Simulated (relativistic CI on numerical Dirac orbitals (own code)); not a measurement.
# Mg IX (Mg⁸⁺): levels and lines

The task is the spectrum of Mg⁸⁺: levels, purity of their labels, lifetimes and lines; runs with one setting changed show what the result hangs on.

Method: Dirac-Coulomb-Breit CI, KLI orbitals optimised for each configuration, model QED (radiative potential, 1s self-energy scaled to tabulated hydrogen-like ionisation energies). Code: relativistic CI on numerical Dirac orbitals (own code) version 2.

## (1) Starting point

- ion: Mg⁸⁺ (Mg IX)
- nuclear charge: 12
- electrons: 4
- isotope: A = 24
- first configuration typed: [He] 2s2

The outer shells:

first configuration typed
```
[He] core
2s [↑↓]
```

## (2) CI with the chosen configurations

Settings of the run:

```ini
atom Mg  Z=12  charge=8  electrons=4
nucleus A=24  rms_radius_fm=3.0570
hamiltonian dirac-coulomb  breit=on  qed=on  c_scale=1
orbitals kli  potential=per-configuration
slater_scale 1
correlation none
mixing on
configurations
  [He] 2s2
  [He] 2s 2p
  [He] 2p2
  [He] 2p 3s
  [He] 2p 3p
  [He] 2s 3s
  [He] 2s 3p
  [He] 2s 3d
  [He] 2s 4s
  [He] 2s 4p
  [He] 2s 4d
  [He] 2s 4f
  [He] 2s 5s
  [He] 2s 5p
  [He] 2s 5d
  [He] 2s 5f
  [He] 2s 5g
  [He] 3s2
  [He] 3s 3p
  [He] 3p2
end
```

## (3) Without QED terms

Changes to the settings of step 2:

```diff
@@ -2,3 +2,3 @@
 nucleus A=24  rms_radius_fm=3.0570
-hamiltonian dirac-coulomb  breit=on  qed=on  c_scale=1
+hamiltonian dirac-coulomb  breit=on  qed=off  c_scale=1
 orbitals kli  potential=per-configuration
```

## (4) Non-relativistic limit (c × 1000)

Changes to the settings of step 3:

```diff
@@ -2,3 +2,3 @@
 nucleus A=24  rms_radius_fm=3.0570
-hamiltonian dirac-coulomb  breit=on  qed=off  c_scale=1
+hamiltonian dirac-coulomb  breit=off  qed=off  c_scale=1000
 orbitals kli  potential=per-configuration
```

(Steps that only read results are left out.)

Q: Predict the outcome of this session. Wanted: lowest level; first excitation; lowest level of the other parity; fastest E1 line; ionisation energy.

The runs gave:

| run | time | mean size of shift, levels followed (cm⁻¹) | lowest level | ionisation energy (eV) |
| --- | --- | --- | --- | --- |
| main run | 0.37 s | 0 | 2s2 1S0 | 323.90 |
| without QED terms | 0.26 s | 279 | 2s2 1S0 | 323.92 |
| non-relativistic limit (c × 1000) | 0.21 s | 4545 | 2s2 1S0 | - |

The semi-empirical ionisation energy (NIST) is 327.99 eV.

| quantity | value |
| --- | --- |
| lowest level | 2s2 1S0 |
| first excitation | 2s 2p 3P°0, 141673 cm⁻¹ |
| lowest level of the other parity | 2s 2p 3P°0, 141673 cm⁻¹ |
| levels in the model | 76 |
| fastest E1 line (by rate) to the lowest level among the lowest 66 of 76 levels | 6.265 nm, from 2s 3p 1P°1 |
| ionisation energy | 323.90 eV |
| ionisation energy, semi-empirical (NIST) | 327.99 eV |

In words: 2s2 1S0 comes out lowest; its LS label holds 94 % and its jj label 94 %; over the low levels the means are 98 and 79 %, so LS coupling describes them better. The ionisation energy from the two ground configurations alone is 1.2 % below the semi-empirical value. Of the changes tried, the run «non-relativistic limit (c × 1000)» moves the low levels most, by 4545 cm⁻¹ on average. Lifetimes count radiative decay inside the model alone.
